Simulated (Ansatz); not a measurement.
**ZrH₂O (triplet): geometry optimisation**

Aim: relax a generated start of ZrH₂O (triplet) and see which bonds hold.

Computed with Ansatz 0.2.0, Gaussian basis. Level: UKS PBE0/def2-TZVP.

## 1. The system as given

4 atoms, charge 0, spin multiplicity 3.

Atoms are counted from 1 here; the program's logs count them from 0.

Bond lengths: O2–H3 0.964 Å, O2–H4 0.964 Å. Angles: H3–O2–H4 107.3°.

As a file:

```xyz
4
H2OZr
Zr   -2.5047   -0.0145   -0.0041
O     0.4540    0.0163    0.0018
H     1.0483    0.7753   -0.0010
H     1.0023   -0.7770    0.0033
```

The start was built by rule and, where that kept it together, relaxed with GFN2-xTB. Sticks and bond lists go by distance. No spin-orbit coupling is included. Elements past krypton take def2 core potentials.

## 2. The run

File in.yaml:

```yaml
crystal:
  periodic: [false, false, false]
  atoms:
    - {symbol: Zr, position_ang: [-2.504654, -0.014539, -0.004133]}
    - {symbol: O, position_ang: [0.453977, 0.016318, 0.001762]}
    - {symbol: H, position_ang: [1.048335, 0.775268, -0.000958]}
    - {symbol: H, position_ang: [1.002342, -0.777047, 0.003330]}
basis:
  gaussian: {orbitals: def2-TZVP}
magnetization: {spin_polarized: true, initial_magnetization: 2}
hamiltonian: {xc: pbe0}
relax: {f_tol: 0.004, max_steps: 80}
```

Launch:

```console
ansatz run in.yaml --threads 1 --pin off --events-out ev --progress --plain --max-ram 2176MiB
```

What does the calculation give? Wanted: energy gained; shift from the start; total energy; dipole moment; ⟨S²⟩.

The runs gave:

```
                  quantity          value
                     steps             11
             energy gained       0.411 eV
shift from the start (rms)        0.366 Å
              total energy  -3354.7781 eV
             dipole moment         3.44 D
                      ⟨S²⟩          2.028
```

In words: By distance, Zr1–O2 formed. Zr1–O2 went from 2.959 to 2.245 Å. No vibrations were run, so this is a stationary point, not a proven minimum, and this spin need not be the ground state's.
